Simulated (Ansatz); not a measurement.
# Hf₂N: a line through an energy map

How does the energy of Hf2N (P4_2/mnm, No. 136; 6 atoms in the cell) vary with c/a of the conventional cell, at volume per atom = 13.88 Å³?

Computed with Ansatz 0.2.0 (DFT PBEsol, scalar-relativistic, plane waves, PAW, unless a step's input says otherwise).

16 further runs of the same task are left out: 16 set aside as unsound or not needed.

## (1) Starting point

Symmetry: P4_2/mnm, No. 136, tetragonal system. Conventional cell: a = 5.295 Å, b = 5.295 Å, c = 3.227 Å, α = 90.00°, β = 90.00°, γ = 90.00°. Hf (site symmetry m2m) is surrounded by 3 N at 2.21 to 2.22 Å. Around N (site symmetry mmm) lie 6 Hf at 2.21 to 2.22 Å.

As a file:

```cif
data_structure
_symmetry_space_group_name_H-M 'P4_2/mnm'
_symmetry_Int_Tables_number 136
_cell_length_a 5.2953
_cell_length_b 5.2953
_cell_length_c 3.2272
_cell_angle_alpha 90.000
_cell_angle_beta 90.000
_cell_angle_gamma 90.000
_cell_volume 90.49
loop_
_atom_site_label
_atom_site_type_symbol
_atom_site_symmetry_multiplicity
_atom_site_Wyckoff_symbol
_atom_site_fract_x
_atom_site_fract_y
_atom_site_fract_z
_atom_site_occupancy
Hf1 Hf 4 f 0.29546 0.29546 0.00000 1
N1 N 2 a 0.00000 0.00000 0.00000 1
```

It goes back to an entry of the Materials Project, which need not be the stable form.

It is the result of an earlier relaxation at this level (volume 15.08 Å³/atom; gap on the mesh: none (metal)).

## (2) What is varied

The energy is mapped over volume and the cell's shape.

The axes are (1) volume per atom: 7 values from 13.27 to 16.89 Å³; (2) c/a of the conventional cell: 7 values from 0.562 to 0.660.

Nothing else is relaxed (fractional coordinates fixed). Energies count from the relaxed crystal. Points are written as (first, second).

## (3) Point (13.88 Å³, 0.562)

Contents of input.yaml:

```yaml
crystal:
  lattice:
    - [5.2895724727, 0.0, 0.0]
    - [0.0, 5.2895724727, 0.0]
    - [0.0, 0.0, 2.9753845159]
  atoms:
    - { symbol: Hf, position: [0.2954631013, 0.2954631013, 0.0] }
    - { symbol: Hf, position: [0.7045368987, 0.7045368987, 0.0] }
    - { symbol: Hf, position: [0.7954631013, 0.2045368987, 0.5] }
    - { symbol: Hf, position: [0.2045368987, 0.7954631013, 0.5] }
    - { symbol: "N", position: [0.0, 0.0, 0.0] }
    - { symbol: "N", position: [0.5, 0.5, 0.5] }
basis:
  ecutwfc: 520.0
kpoints:
  mp_grid: { grid: [8, 8, 14] }
hamiltonian:
  xc: pbesol
  pseudopotentials: { kind: paw, azcp: { folder: soft_1 } }
scf:
  occupations: { method: gaussian, width: 0.15 }
output:
  forces: true
  stress: true
  eigenvalues: true
```

Launch:

```sh
$ ansatz run input.yaml --threads 4 --pin off --max-ram 8192MiB --backend cpu --events-out ev --progress --plain --runs-dir out
```

Log (excerpt; [...] marks lines left out):

```text
Warning: <dir> the record states the generating functional pbe (its physics header spells it `PBE`), which answers neither for hamiltonian.xc's functional nor for the pbesol family's — results may be inconsistent (PPs are generated against a specific XC)
[...]
Warning: RAYON_NUM_THREADS=4 ignored (pool sized by the plan → 4); use --threads N
[...]
Pseudopotentials: kind: paw
Pseudopotential: Hf, paw, valence charge 26, recommended cutoff 420 eV (normal), <dir>
Pseudopotential: N, paw, valence charge 5, recommended cutoff 420 eV (normal), <dir>
Functional definition: PBEsol
[...]
Crystal: 6 atoms, lattice volume = 83.250 Å³
Basis set: ecut = 520 eV, 2247 PW (Γ), exchange–correlation on 80×80×48 points (8 copies of the dense FFT grid, shifted against one another)
Bands: 69, of which v1, the nominal top of the filled ones, is band 57 counted from 1 (56 counted from 0)
Symmetry: 16 space group operations
Space group: P42/mnm (ITA 136), of the structure as read, at distance tolerance 4.4e-5 Å
k-points: 120 of 896
[...]
SCF iter   1: F=—  HF=-63159.409227 eV  |F-HF|=—  |Δ(HF+E_count)|=         —  Δρ=3.90e-2  dr2=6.36e-1  ethr=3.10e-3  ⟨swp⟩=5.2  Hψ=25627  notcnv=0  defer=90
[...]
SCF iter  10: F=-63159.344657 eV  HF=-63159.344657 eV  |F-HF|=1.27e-8  |Δ(HF+E_count)|=   6.92e-9  Δρ=3.68e-6  dr2=5.87e-9  ethr=4.40e-11  ⟨swp⟩=4.0  Hψ=29300  notcnv=0
[...]
SCF converged after 10 iterations
Free energy (F): -63159.344657 eV
[...]
E sigma→0 (E₀):  -63159.331965 eV
Entropy (-TS):   -0.025383 eV (-4.230 meV/atom)
Fermi energy:    21.240748 eV
[...]
--- Forces (eV/Å), atoms counted from 1 ---
  atom   1  Hf    -0.21880284    -0.21880284     0.00000000
  atom   2  Hf     0.21880284     0.21880284     0.00000000
  atom   3  Hf    -0.21880284     0.21880284     0.00000000
  atom   4  Hf     0.21880284    -0.21880284     0.00000000
  atom   5  N      0.00000000     0.00000000     0.00000000
  atom   6  N      0.00000000     0.00000000     0.00000000
[...]
--- Stress (GPa, compression-positive) ---
       11.471472       0.000000       0.000000
        0.000000      11.471472       0.000000
        0.000000       0.000000      42.919273
  P = ⅓ Tr σ = 21.9541 GPa (219.541 kbar)
--- Band table (eV; the first three rows and the last of 120) ---
[...]
```

Run time: 15 s. Hardware: 4 threads of Arm Neoverse V2, shared host; peak memory 0.93 GiB.

Energy on the map's scale: 145 meV/atom.

## (4) Point (13.88 Å³, 0.578)

Changes to input.yaml since step 3:

```diff
@@ -2,5 +2,5 @@
   lattice:
-    - [5.2895724727, 0.0, 0.0]
-    - [0.0, 5.2895724727, 0.0]
-    - [0.0, 0.0, 2.9753845159]
+    - [5.2427678176, 0.0, 0.0]
+    - [0.0, 5.2427678176, 0.0]
+    - [0.0, 0.0, 3.0287469682]
   atoms:
```

Launch:

```sh
$ ansatz run input.yaml --threads 4 --pin off --max-ram 8192MiB --backend cpu --events-out ev --progress --plain --runs-dir out
```

Log (excerpt; [...] marks lines left out):

```text
Warning: <dir> the record states the generating functional pbe (its physics header spells it `PBE`), which answers neither for hamiltonian.xc's functional nor for the pbesol family's — results may be inconsistent (PPs are generated against a specific XC)
[...]
Warning: RAYON_NUM_THREADS=4 ignored (pool sized by the plan → 4); use --threads N
[...]
Pseudopotentials: kind: paw
Pseudopotential: Hf, paw, valence charge 26, recommended cutoff 420 eV (normal), <dir>
Pseudopotential: N, paw, valence charge 5, recommended cutoff 420 eV (normal), <dir>
Functional definition: PBEsol
[...]
Crystal: 6 atoms, lattice volume = 83.250 Å³
Basis set: ecut = 520 eV, 2271 PW (Γ), exchange–correlation on 80×80×48 points (8 copies of the dense FFT grid, shifted against one another)
Bands: 69, of which v1, the nominal top of the filled ones, is band 57 counted from 1 (56 counted from 0)
Symmetry: 16 space group operations
Space group: P42/mnm (ITA 136), of the structure as read, at distance tolerance 4.4e-5 Å
k-points: 120 of 896
[...]
SCF iter   1: F=—  HF=-63159.642507 eV  |F-HF|=—  |Δ(HF+E_count)|=         —  Δρ=3.87e-2  dr2=6.17e-1  ethr=3.10e-3  ⟨swp⟩=5.4  Hψ=25819  notcnv=0  defer=66
[...]
SCF iter  10: F=-63159.586380 eV  HF=-63159.586380 eV  |F-HF|=1.11e-8  |Δ(HF+E_count)|=   5.94e-9  Δρ=3.47e-6  dr2=5.12e-9  ethr=3.80e-11  ⟨swp⟩=4.0  Hψ=29244  notcnv=0
[...]
SCF converged after 10 iterations
Free energy (F): -63159.586380 eV
[...]
E sigma→0 (E₀):  -63159.574697 eV
Entropy (-TS):   -0.023367 eV (-3.894 meV/atom)
Fermi energy:    21.236306 eV
[...]
--- Forces (eV/Å), atoms counted from 1 ---
  atom   1  Hf    -0.18916062    -0.18916062     0.00000000
  atom   2  Hf     0.18916062     0.18916062     0.00000000
  atom   3  Hf    -0.18916062     0.18916062     0.00000000
  atom   4  Hf     0.18916062    -0.18916062     0.00000000
  atom   5  N      0.00000000     0.00000000     0.00000000
  atom   6  N      0.00000000    -0.00000000     0.00000000
[...]
--- Stress (GPa, compression-positive) ---
       14.315448       0.000000       0.000000
        0.000000      14.315448       0.000000
        0.000000       0.000000      35.248247
  P = ⅓ Tr σ = 21.2930 GPa (212.930 kbar)
--- Band table (eV; the first three rows and the last of 120) ---
[...]
```

It took 14 s on 4 threads of Arm Neoverse V2, shared host; peak memory 0.93 GiB.

On the map this point reads 105 meV/atom.

## (5) Point (13.88 Å³, 0.593)

Changes to input.yaml since step 4:

```diff
@@ -2,5 +2,5 @@
   lattice:
-    - [5.2427678176, 0.0, 0.0]
-    - [0.0, 5.2427678176, 0.0]
-    - [0.0, 0.0, 3.0287469682]
+    - [5.1961167443, 0.0, 0.0]
+    - [0.0, 5.1961167443, 0.0]
+    - [0.0, 0.0, 3.0833756761]
   atoms:
```

Launch:

```sh
$ ansatz run input.yaml --threads 4 --pin off --max-ram 8192MiB --backend cpu --events-out ev --progress --plain --runs-dir out
```

Log (excerpt; [...] marks lines left out):

```text
[...]
SCF converged after 10 iterations
Free energy (F): -63159.732903 eV
[...]
E sigma→0 (E₀):  -63159.721124 eV
Entropy (-TS):   -0.023558 eV (-3.926 meV/atom)
Fermi energy:    21.238856 eV
[...]
--- Forces (eV/Å), atoms counted from 1 ---
  atom   1  Hf    -0.16036006    -0.16036006     0.00000000
  atom   2  Hf     0.16036006     0.16036006     0.00000000
  atom   3  Hf    -0.16036006     0.16036006     0.00000000
  atom   4  Hf     0.16036006    -0.16036006     0.00000000
  atom   5  N      0.00000000     0.00000000     0.00000000
  atom   6  N      0.00000000    -0.00000000     0.00000000
[...]
--- Stress (GPa, compression-positive) ---
       17.222668       0.000000       0.000000
        0.000000      17.222668       0.000000
        0.000000       0.000000      27.906822
  P = ⅓ Tr σ = 20.7841 GPa (207.841 kbar)
--- Band table (eV; the first three rows and the last of 120) ---
[...]
```

It took 16 s on 4 threads of Arm Neoverse V2, shared host; peak memory 0.93 GiB.

On the map this point reads 81 meV/atom.

## (6) Grid point (13.88 Å³, 0.609)

Changes to input.yaml since step 5:

```diff
@@ -2,5 +2,5 @@
   lattice:
-    - [5.1961167443, 0.0, 0.0]
-    - [0.0, 5.1961167443, 0.0]
-    - [0.0, 0.0, 3.0833756761]
+    - [5.1501009623, 0.0, 0.0]
+    - [0.0, 5.1501009623, 0.0]
+    - [0.0, 0.0, 3.1387213112]
   atoms:
```

Launch:

```sh
$ ansatz run input.yaml --threads 4 --pin off --max-ram 8192MiB --backend cpu --events-out ev --progress --plain --runs-dir out
```

Log (excerpt; [...] marks lines left out):

```text
[...]
SCF converged after 9 iterations
Free energy (F): -63159.786234 eV
[...]
E sigma→0 (E₀):  -63159.773670 eV
Entropy (-TS):   -0.025127 eV (-4.188 meV/atom)
Fermi energy:    21.246176 eV
[...]
--- Forces (eV/Å), atoms counted from 1 ---
  atom   1  Hf    -0.13183433    -0.13183433     0.00000000
  atom   2  Hf     0.13183433     0.13183433     0.00000000
  atom   3  Hf    -0.13183433     0.13183433     0.00000000
  atom   4  Hf     0.13183433    -0.13183433     0.00000000
  atom   5  N     -0.00000000     0.00000000     0.00000000
  atom   6  N      0.00000000     0.00000000     0.00000000
[...]
--- Stress (GPa, compression-positive) ---
       20.139792       0.000000       0.000000
        0.000000      20.139792       0.000000
        0.000000       0.000000      21.076985
  P = ⅓ Tr σ = 20.4522 GPa (204.522 kbar)
--- Band table (eV; the first three rows and the last of 120) ---
[...]
```

Wall time 13 s (4 threads of Arm Neoverse V2, shared host); peak memory 0.93 GiB.

Energy on the map's scale: 72 meV/atom.

## (7) Variant: eigensolver.kind davidson, ecutwfc left out

Changes to input.yaml since step 6:

```diff
@@ -12,4 +12,2 @@
     - { symbol: "N", position: [0.5, 0.5, 0.5] }
-basis:
-  ecutwfc: 520.0
 kpoints:
@@ -21,5 +19,6 @@
   occupations: { method: gaussian, width: 0.15 }
+  eigensolver: { kind: davidson }
 output:
   forces: true
+  eigenvalues: true
   stress: true
-  eigenvalues: true
```

Launch:

```sh
$ ansatz run input.yaml --threads 4 --pin off --max-ram 8192MiB --backend cpu --events-out ev --progress --plain --runs-dir out
```

Log (excerpt; [...] marks lines left out):

```text
Warning: <dir> the record states the generating functional pbe (its physics header spells it `PBE`), which answers neither for hamiltonian.xc's functional nor for the pbesol family's — results may be inconsistent (PPs are generated against a specific XC)
[...]
Warning: RAYON_NUM_THREADS=4 ignored (pool sized by the plan → 4); use --threads N
[...]
Pseudopotentials: kind: paw
Pseudopotential: Hf, paw, valence charge 26, recommended cutoff 420 eV (normal), <dir>
Pseudopotential: N, paw, valence charge 5, recommended cutoff 420 eV (normal), <dir>
Functional definition: PBEsol
[...]
Crystal: 6 atoms, lattice volume = 83.250 Å³
Basis set: ecut = 420 eV, 1603 PW (Γ), exchange–correlation on 72×72×48 points (8 copies of the dense FFT grid, shifted against one another)
Bands: 69, of which v1, the nominal top of the filled ones, is band 57 counted from 1 (56 counted from 0)
Symmetry: 16 space group operations
Space group: P42/mnm (ITA 136), of the structure as read, at distance tolerance 4.4e-5 Å
k-points: 120 of 896
[...]
the search or the solves at the SCF's close seem to have found levels that the self-consistency loop had missed (the run counts 1). By its estimate they hold under 1e-12 electrons; where the run keeps them, the occupations were computed again with them
[...]
SCF converged after 10 iterations
Free energy (F): -63159.775007 eV
[...]
E sigma→0 (E₀):  -63159.762446 eV
Entropy (-TS):   -0.025123 eV (-4.187 meV/atom)
Fermi energy:    21.246775 eV
[...]
--- Forces (eV/Å), atoms counted from 1 ---
  atom   1  Hf    -0.13215792    -0.13215792     0.00000000
  atom   2  Hf     0.13215792     0.13215792     0.00000000
  atom   3  Hf    -0.13215792     0.13215792     0.00000000
  atom   4  Hf     0.13215792    -0.13215792     0.00000000
  atom   5  N     -0.00000000    -0.00000000     0.00000000
  atom   6  N      0.00000000     0.00000000     0.00000000
[...]
--- Stress (GPa, compression-positive) ---
       20.158456       0.000000       0.000000
        0.000000      20.158456       0.000000
        0.000000       0.000000      21.099279
  P = ⅓ Tr σ = 20.4721 GPa (204.721 kbar)
--- Band table (eV; the first three rows and the last of 120) ---
[...]
```

Wall time 18 s (4 threads of Arm Neoverse V2, shared host); peak memory 0.71 GiB.

```
    run     ending  energy change  pressure (GPa)  gap (eV)  force (eV/Å)  cycles  time
 step 6  converged              0            20.5      0.00          0.19       9  13 s
variant  converged  +1.9 meV/atom            20.5      0.00          0.19      10  18 s
```

Changing the solver and cutoff moves the energy by +1.9 meV/atom.

## (8) The run at (13.88 Å³, 0.626)

Changes to input.yaml since step 6:

```diff
@@ -2,5 +2,5 @@
   lattice:
-    - [5.1501009623, 0.0, 0.0]
-    - [0.0, 5.1501009623, 0.0]
-    - [0.0, 0.0, 3.1387213112]
+    - [5.104305226, 0.0, 0.0]
+    - [0.0, 5.104305226, 0.0]
+    - [0.0, 0.0, 3.1952950715]
   atoms:
```

Launch:

```sh
$ ansatz run input.yaml --threads 4 --pin off --max-ram 8192MiB --backend cpu --events-out ev --progress --plain --runs-dir out
```

Log (excerpt; [...] marks lines left out):

```text
[...]
SCF converged after 9 iterations
Free energy (F): -63159.751538 eV
[...]
E sigma→0 (E₀):  -63159.737797 eV
Entropy (-TS):   -0.027483 eV (-4.581 meV/atom)
Fermi energy:    21.257513 eV
[...]
--- Forces (eV/Å), atoms counted from 1 ---
  atom   1  Hf    -0.10307579    -0.10307579     0.00000000
  atom   2  Hf     0.10307579     0.10307579     0.00000000
  atom   3  Hf    -0.10307579     0.10307579     0.00000000
  atom   4  Hf     0.10307579    -0.10307579     0.00000000
  atom   5  N      0.00000000     0.00000000     0.00000000
  atom   6  N      0.00000000     0.00000000     0.00000000
[...]
--- Stress (GPa, compression-positive) ---
       23.067599       0.000000       0.000000
        0.000000      23.067599       0.000000
        0.000000       0.000000      14.751413
  P = ⅓ Tr σ = 20.2955 GPa (202.955 kbar)
--- Band table (eV; the first three rows and the last of 120) ---
[...]
```

Wall time 13 s (4 threads of Arm Neoverse V2, shared host); peak memory 0.93 GiB.

Energy on the map's scale: 78 meV/atom.

## (9) The run at (13.88 Å³, 0.643)

Changes to input.yaml since step 8:

```diff
@@ -2,5 +2,5 @@
   lattice:
-    - [5.104305226, 0.0, 0.0]
-    - [0.0, 5.104305226, 0.0]
-    - [0.0, 0.0, 3.1952950715]
+    - [5.0591816395, 0.0, 0.0]
+    - [0.0, 5.0591816395, 0.0]
+    - [0.0, 0.0, 3.252547876]
   atoms:
```

Launch:

```sh
$ ansatz run input.yaml --threads 4 --pin off --max-ram 8192MiB --backend cpu --events-out ev --progress --plain --runs-dir out
```

Log (excerpt; [...] marks lines left out):

```text
[...]
SCF converged after 9 iterations
Free energy (F): -63159.634787 eV
[...]
E sigma→0 (E₀):  -63159.619731 eV
Entropy (-TS):   -0.030113 eV (-5.019 meV/atom)
Fermi energy:    21.271804 eV
[...]
--- Forces (eV/Å), atoms counted from 1 ---
  atom   1  Hf    -0.07493985    -0.07493985     0.00000000
  atom   2  Hf     0.07493985     0.07493985     0.00000000
  atom   3  Hf    -0.07493985     0.07493985     0.00000000
  atom   4  Hf     0.07493985    -0.07493985     0.00000000
  atom   5  N      0.00000000     0.00000000     0.00000000
  atom   6  N      0.00000000    -0.00000000     0.00000000
[...]
--- Stress (GPa, compression-positive) ---
       25.924610       0.000000       0.000000
        0.000000      25.924610       0.000000
        0.000000       0.000000       9.059028
  P = ⅓ Tr σ = 20.3027 GPa (203.027 kbar)
--- Band table (eV; the first three rows and the last of 120) ---
[...]
```

Wall time 14 s (4 threads of Arm Neoverse V2, shared host); peak memory 0.93 GiB.

Energy on the map's scale: 97 meV/atom.

## (10) The run at (13.88 Å³, 0.660)

Changes to input.yaml since step 9:

```diff
@@ -2,5 +2,5 @@
   lattice:
-    - [5.0591816395, 0.0, 0.0]
-    - [0.0, 5.0591816395, 0.0]
-    - [0.0, 0.0, 3.252547876]
+    - [5.0143461976, 0.0, 0.0]
+    - [0.0, 5.0143461976, 0.0]
+    - [0.0, 0.0, 3.3109727943]
   atoms:
```

Launch:

```sh
$ ansatz run input.yaml --threads 4 --pin off --max-ram 8192MiB --backend cpu --events-out ev --progress --plain --runs-dir out
```

Log (excerpt; [...] marks lines left out):

```text
Warning: <dir> the record states the generating functional pbe (its physics header spells it `PBE`), which answers neither for hamiltonian.xc's functional nor for the pbesol family's — results may be inconsistent (PPs are generated against a specific XC)
[...]
Warning: RAYON_NUM_THREADS=4 ignored (pool sized by the plan → 4); use --threads N
[...]
Pseudopotentials: kind: paw
Pseudopotential: Hf, paw, valence charge 26, recommended cutoff 420 eV (normal), <dir>
Pseudopotential: N, paw, valence charge 5, recommended cutoff 420 eV (normal), <dir>
Functional definition: PBEsol
[...]
Crystal: 6 atoms, lattice volume = 83.250 Å³
Basis set: ecut = 520 eV, 2249 PW (Γ), exchange–correlation on 80×80×50 points (8 copies of the dense FFT grid, shifted against one another)
Bands: 69, of which v1, the nominal top of the filled ones, is band 57 counted from 1 (56 counted from 0)
Symmetry: 16 space group operations
Space group: P42/mnm (ITA 136), of the structure as read, at distance tolerance 4.4e-5 Å
k-points: 120 of 896
[...]
SCF iter   1: F=—  HF=-63159.508743 eV  |F-HF|=—  |Δ(HF+E_count)|=         —  Δρ=3.99e-2  dr2=6.50e-1  ethr=3.10e-3  ⟨swp⟩=5.3  Hψ=25789  notcnv=0  defer=70
[...]
SCF iter  10: F=-63159.442269 eV  HF=-63159.442269 eV  |F-HF|=2.33e-10  |Δ(HF+E_count)|=   2.54e-8  Δρ=8.60e-7  dr2=4.31e-10  ethr=1.45e-11  ⟨swp⟩=4.1  Hψ=29199  notcnv=0
[...]
SCF converged after 10 iterations
Free energy (F): -63159.442269 eV
[...]
E sigma→0 (E₀):  -63159.425965 eV
Entropy (-TS):   -0.032607 eV (-5.434 meV/atom)
Fermi energy:    21.286477 eV
[...]
--- Forces (eV/Å), atoms counted from 1 ---
  atom   1  Hf    -0.04776423    -0.04776423     0.00000000
  atom   2  Hf     0.04776423     0.04776423     0.00000000
  atom   3  Hf    -0.04776423     0.04776423     0.00000000
  atom   4  Hf     0.04776423    -0.04776423     0.00000000
  atom   5  N      0.00000000     0.00000000     0.00000000
  atom   6  N      0.00000000    -0.00000000     0.00000000
[...]
--- Stress (GPa, compression-positive) ---
       28.654467       0.000000       0.000000
        0.000000      28.654467       0.000000
        0.000000       0.000000       4.057773
  P = ⅓ Tr σ = 20.4556 GPa (204.556 kbar)
--- Band table (eV; the first three rows and the last of 120) ---
[...]
```

Wall time 15 s (4 threads of Arm Neoverse V2, shared host); peak memory 0.93 GiB.

That is 129 meV/atom from the zero.

## (11) Results

```
c/a of the conventional cell  step  energy (meV/atom)  slope (meV/atom per unit)  pressure (GPa)  largest force on an atom (eV/Å)
                       0.562     3                145                      −3228           21.95                             0.31
                       0.578     4                105                      −2092           21.29                             0.27
                       0.593     5                 81                      −1039           20.78                             0.23
                       0.609     6                 72                        −89           20.45                             0.19
                       0.626     8                 78                        767           20.30                             0.15
                       0.643     9                 97                       1515           20.30                             0.11
                       0.660    10                129                       2151           20.46                             0.07
```

Energies count from the relaxed crystal. Slopes come from the forces (and the stress, where the cell changes), not from differences of energies.

```
                                                                          run        outcome
step 7, run with eigensolver.kind davidson, ecutwfc left out (against step 6)  +1.9 meV/atom
```

**Reading.** Along the line the energy is lowest at 0.609, 72 meV/atom from the zero. Energies and slopes round the minimum, fitted together, put the minimum at 0.6111, with a curvature of about 55000 meV/atom per (unit)². The highest point computed, at 0.562, lies 74 meV/atom above the lowest. This is one cut through a surface in two coordinates; the map's lowest point lies off it. Spin-orbit coupling is left out for Hf.
